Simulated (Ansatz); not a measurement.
**HfH2: response to strain**

Aim: deform HfH2 (zz strain of +2 %) and compute stress, forces and field gradients with LAPW, PAW and all-electron datasets made for the crystal.

Computed with Ansatz 0.2.0 (DFT LDA, scalar-relativistic, unless a step's input says otherwise).

**1. The structure to begin with**

It takes space group I4/mmm (No. 139, tetragonal). Conventional cell: a = 3.478 Å, b = 3.478 Å, c = 4.361 Å, α = 90.00°, β = 90.00°, γ = 90.00°. Hf (site symmetry 4/mmm) is surrounded by 8 H at 2.05 Å. Around H (site symmetry -4m2) lie 4 Hf at 2.05 Å.

Coordinates:

```
CELL_PARAMETERS angstrom
-1.73900 1.73900 2.18050
1.73900 -1.73900 2.18050
1.73900 1.73900 -2.18050
ATOMIC_POSITIONS crystal
Hf 0.00000 0.00000 0.00000
H 0.75000 0.25000 0.50000
H 0.25000 0.75000 0.50000
```

Atoms are numbered in the order of the input: Hf1, H2, H3.

**2. After the deformation**

Space group I4/mmm before, I4/mmm after.

**3. All-electron LAPW**

input.yaml

```yaml
crystal:
  lattice:
    - [-1.739, 1.739, 2.22411]
    - [1.739, -1.739, 2.22411]
    - [1.739, 1.739, -2.22411]
  atoms:
    - { symbol: Hf, position: [0.0, 0.0, 0.0] }
    - { symbol: H, position: [0.75, 0.25, 0.5] }
    - { symbol: H, position: [0.25, 0.75, 0.5] }
kpoints:
  mp_grid: { grid: [12, 12, 12] }
  band_path:
    path:
      - [0.0, 0.0, 0.0]
      - [0.0, 0.0, 0.5]
      - [0.25, 0.25, 0.25]
      - [0.0, 0.5, 0.0]
      - [0.0, 0.0, 0.0]
      - [0.5, 0.5, -0.5]
      - [0.4028363464, 0.5971636536, -0.4028363464]
      - [-0.4028363464, 0.4028363464, 0.4028363464]
      - [0.0, 0.0, 0.0]
    npoints: 5
scf:
  occupations: { method: fermi_dirac, width: 0.03 }
hamiltonian:
  xc: lda
  pseudopotentials: { kind: all_electron, lapw: { basis_error: 0.0005 } }
output:
  forces: true
  stress: true
  eigenvalues: true
```

Launch:

```sh
$ ansatz run input.yaml --threads 1 --pin off --max-ram 4096MiB --backend cpu --events-out ev --progress --plain --runs-dir out
```

The log of the run, shortened:

```text
LAPW: plane waves up to 9.047 Å⁻¹, error target 5.0e-4 eV per atom; small_component_spin mean_spin; H in spheres of 0.671 Å, 1 of its electrons in bands, Dirac shells []; Hf in spheres of 1.393 Å, 42 of its electrons in bands, Dirac shells []
[...]
Pseudopotentials: kind: all_electron
Pseudopotential: Hf, LAPW, valence charge 42, Koelling and Harmon's equation, gaussian nucleus
Pseudopotential: H, LAPW, valence charge 1, Koelling and Harmon's equation, gaussian nucleus
Functional definition: SPW92
[...]
Crystal: 3 atoms, lattice volume = 26.904 Å³
Basis set: ecut = 311.82785380269127 eV, 323 PW (Γ), exchange–correlation at level 2
Bands: 27, of which v1, the nominal top of the filled ones, is band 22 counted from 1 (21 counted from 0)
Symmetry: 16 space group operations
Space group: I4/mmm (ITA 139), of the structure as read, at distance tolerance 3.0e-5 Å
k-points: 163 of 1728
[...]
SCF iter   1: F=—  HF=-410039.531050 eV  |F-HF|=—  |Δ(HF+E_count)|=         —  Δρ=6.56e-2  dr2=1.09e0  ethr=2.47e-3  ⟨swp⟩=2.0  Hψ=27548  notcnv=0
[...]
the basis was enlarged: its passes take 288.6 KiB over the memory plan, 1 of 1 planned eigensolver slots
[...]
SCF iter   9: F=-410038.863849 eV  HF=-410038.863849 eV  |F-HF|=1.22e-9  |Δ(HF+E_count)|=   3.39e-7  Δρ=1.05e-5  dr2=2.55e-8  ethr=3.19e-9  ⟨swp⟩=2.0  Hψ=12900  notcnv=0
[...]
NSCF: frozen V_eff on 41 k-points
SCF converged after 9 iterations
Free energy (F): -410038.863849 eV
[...]
E sigma→0 (E₀):  -410038.862777 eV
Entropy (-TS):   -0.002144 eV (-0.715 meV/atom)
Fermi energy:    17.806633 eV
[...]
--- Forces (eV/Å), atoms counted from 1 ---
  atom   1  Hf    -0.00000000    -0.00000000     0.00000000
  atom   2  H      0.00000000     0.00000000     0.00000000
  atom   3  H     -0.00000000     0.00000000     0.00000000
[...]
--- Stress (GPa, compression-positive) ---
      -10.158376       0.000000       0.000000
        0.000000     -10.158376       0.000000
        0.000000       0.000000     -11.657998
  P = ⅓ Tr σ = -10.6583 GPa (-106.583 kbar)
--- Band table (eV; the first three rows and the last of 163) ---
[...]
```

Run time: 43 s. Hardware: 1 thread of Arm Neoverse V2, shared host; peak memory 0.6 GiB.

This run gives: pressure -10.66 GPa; no gap.

**4. Frozen-core PAW**

input.yaml

```yaml
crystal:
  lattice:
    - [-1.739, 1.739, 2.22411]
    - [1.739, -1.739, 2.22411]
    - [1.739, 1.739, -2.22411]
  atoms:
    - { symbol: Hf, position: [0.0, 0.0, 0.0] }
    - { symbol: H, position: [0.75, 0.25, 0.5] }
    - { symbol: H, position: [0.25, 0.75, 0.5] }
kpoints:
  mp_grid: { grid: [12, 12, 12] }
scf:
  occupations: { method: fermi_dirac, width: 0.03 }
hamiltonian:
  xc: lda
  pseudopotentials: { kind: paw }
output:
  forces: true
  stress: true
  eigenvalues: true
  efg: { contact_densities: true }
```

Launch:

```sh
$ ansatz run input.yaml --threads 1 --pin off --max-ram 4096MiB --backend cpu --events-out ev --progress --plain --runs-dir out
```

The log of the run, shortened:

```text
Hf: output.efg is read without spin–orbit coupling, which moves field gradients at and beside such atoms by some per cent and up to a factor of two; PAW files take it under magnetization.noncollinear and magnetization.spin_orbit
[...]
Pseudopotentials: kind: paw
Pseudopotential: Hf, paw, valence charge 26, recommended cutoff 420 eV (normal)
Pseudopotential: H, paw, valence charge 1, recommended cutoff 420 eV (normal)
[... 1 set-up line as earlier in the session ...]
[...]
Crystal: 3 atoms, lattice volume = 26.904 Å³
Basis set: ecut = 420 eV, 519 PW (Γ)
Bands: 18, of which v1, the nominal top of the filled ones, is band 14 counted from 1 (13 counted from 0)
[... 2 set-up lines as earlier in the session ...]
k-points: 163 of 1728
[...]
--- Stress (GPa, compression-positive) ---
      -10.181717       0.000000       0.000000
        0.000000     -10.181717       0.000000
        0.000000       0.000000     -11.675919
  P = ⅓ Tr σ = -10.6798 GPa (-106.798 kbar)
--- PAW observables at the nuclei: V_zz in 10²¹ V/m², potentials from the cell's mean, atoms counted from 1 ---
  atom   1  Hf V_zz =    -2.996441   η = 0.0000   by run symmetry: allowed
            electrostatic potential = -14180.984404 V   contact ρ = 7500108.382694 e/Å³
  atom   2  H  V_zz =    +0.000013   η = 0.0000   by run symmetry: allowed
            electrostatic potential = -50.337330 V   contact ρ = 2.791701 e/Å³
  atom   3  H  V_zz =    +0.000013   η = 0.0000   by run symmetry: allowed
            electrostatic potential = -50.337330 V   contact ρ = 2.791701 e/Å³
--- Band table (eV; the first three rows and the last of 163) ---
  k-point 0: bands = ["-44.9184", "-13.4104", "-13.4104", "-13.3583", "4.9719", "5.0734", "5.0734", "5.0795", "5.1019", "5.1019", "5.1273", "6.4923", "16.4982", "17.0807", "17.0807", "17.7168", "19.4648", "20.6046"]
[...]
```

It took 5.4 s on 1 thread of Arm Neoverse V2, shared host; peak memory 0.4 GiB.

Result: pressure -10.68 GPa; no gap; Vzz Hf1 -3.00 (η = 0.00), H2 0 (by symmetry or below 0.004) (10²¹ V/m²).

**5. All-electron PAW on datasets made for the crystal**

Changes to input.yaml since step 4:

```diff
@@ -15,3 +15,3 @@
   xc: lda
-  pseudopotentials: { kind: paw }
+  pseudopotentials: { kind: all_electron, datasets: crystal }
 output:
```

Launch:

```sh
$ ansatz run input.yaml --threads 1 --pin off --max-ram 4096MiB --backend cpu --events-out ev --progress --plain --runs-dir out
```

The log of the run, shortened:

```text
[...]
band count auto-derived: 20 (N_el = 28.0; filled up to band 14; 18 by the electrons, moments and atoms)
Hf: output.efg is read without spin–orbit coupling, which moves field gradients at and beside such atoms by some per cent and up to a factor of two; PAW files take it under magnetization.noncollinear and magnetization.spin_orbit
[...]
[... 1 set-up line as earlier in the session ...]
Pseudopotential: Hf, paw, valence charge 26, recommended cutoff 420 eV (normal), Koelling and Harmon's equation, gaussian nucleus
Pseudopotential: H, paw, valence charge 1, recommended cutoff 420 eV (normal), Koelling and Harmon's equation, gaussian nucleus
[... 1 set-up line as earlier in the session ...]
[...]
Crystal: 3 atoms, lattice volume = 26.904 Å³
Basis set: ecut = 420 eV, 519 PW (Γ)
Bands: 20, of which v1, the nominal top of the filled ones, is band 14 counted from 1 (13 counted from 0)
[... 1 set-up line as earlier in the session ...]
[...]
--- Stress (GPa, compression-positive) ---
      -10.158151       0.000000       0.000000
        0.000000     -10.158151       0.000000
        0.000000       0.000000     -11.657598
  P = ⅓ Tr σ = -10.6580 GPa (-106.580 kbar)
--- PAW observables at the nuclei: V_zz in 10²¹ V/m², potentials from the cell's mean, atoms counted from 1 ---
  atom   1  Hf V_zz =    -3.180678   η = 0.0000   by run symmetry: allowed
            electrostatic potential = -14175.070381 V   contact ρ = 7496456.316171 e/Å³
  atom   2  H  V_zz =    +0.004770   η = 0.0000   by run symmetry: allowed
            electrostatic potential = -50.349044 V   contact ρ = 2.796872 e/Å³
  atom   3  H  V_zz =    +0.004770   η = 0.0000   by run symmetry: allowed
            electrostatic potential = -50.349044 V   contact ρ = 2.796872 e/Å³
--- Band table (eV; the first three rows and the last of 163) ---
  k-point 0: bands = ["-44.6563", "-13.1488", "-13.1488", "-13.0971", "5.2350", "5.3357", "5.3357", "5.3423", "5.3651", "5.3651", "5.3897", "6.7516", "16.7614", "17.3391", "17.3391", "17.9754", "19.7237", "20.8631"]
[...]
```

Wall time 24 s (1 thread of Arm Neoverse V2, shared host); peak memory 0.78 GiB.

Read from it: pressure -10.66 GPa; no gap; Vzz Hf1 -3.18 (η = 0.00), H2 0.00 (η = 0.00) (10²¹ V/m²).

**6. Side by side**

Stress (GPa, compression positive):

| method | xx | yy | zz | yz | xz | xy |
| --- | --- | --- | --- | --- | --- | --- |
| LAPW | -10.16 | -10.16 | -11.66 | 0.00 | 0.00 | 0.00 |
| PAW | -10.18 | -10.18 | -11.68 | 0.00 | 0.00 | 0.00 |
| crystal datasets | -10.16 | -10.16 | -11.66 | 0.00 | 0.00 | 0.00 |

| method | pressure (GPa) | Vzz Hf1 (10²¹ V/m²) | Vzz H2 (10²¹ V/m²) | SCF cycles, by the record's count |
| --- | --- | --- | --- | --- |
| LAPW | -10.66 | – | – | 9 |
| PAW | -10.68 | -3.00 | 0.00 | 7 |
| crystal datasets | -10.66 | -3.18 | 0.00 | 9 |

**7. Results**

| quantity | value |
| --- | --- |
| pressure | LAPW -10.66, PAW -10.68, crystal datasets -10.66 GPa |
| largest shear or deviatoric stress (LAPW) | 1.00 GPa |

What this shows: The largest part of the stress beyond the pressure is 1.00 GPa in size, in the zz component; the atoms are carried along and not relaxed. No run of the undeformed cell stands beside it, so pressure and stress hold what the given cell had before the change, as far as its symmetry allows. PAW: stress within 0.03 GPa of LAPW. Crystal datasets: stress within 0.01 GPa of LAPW. Spin-orbit coupling is left out, though the cell holds Hf; in elements this heavy it can shift bands and gaps by tenths of an eV.
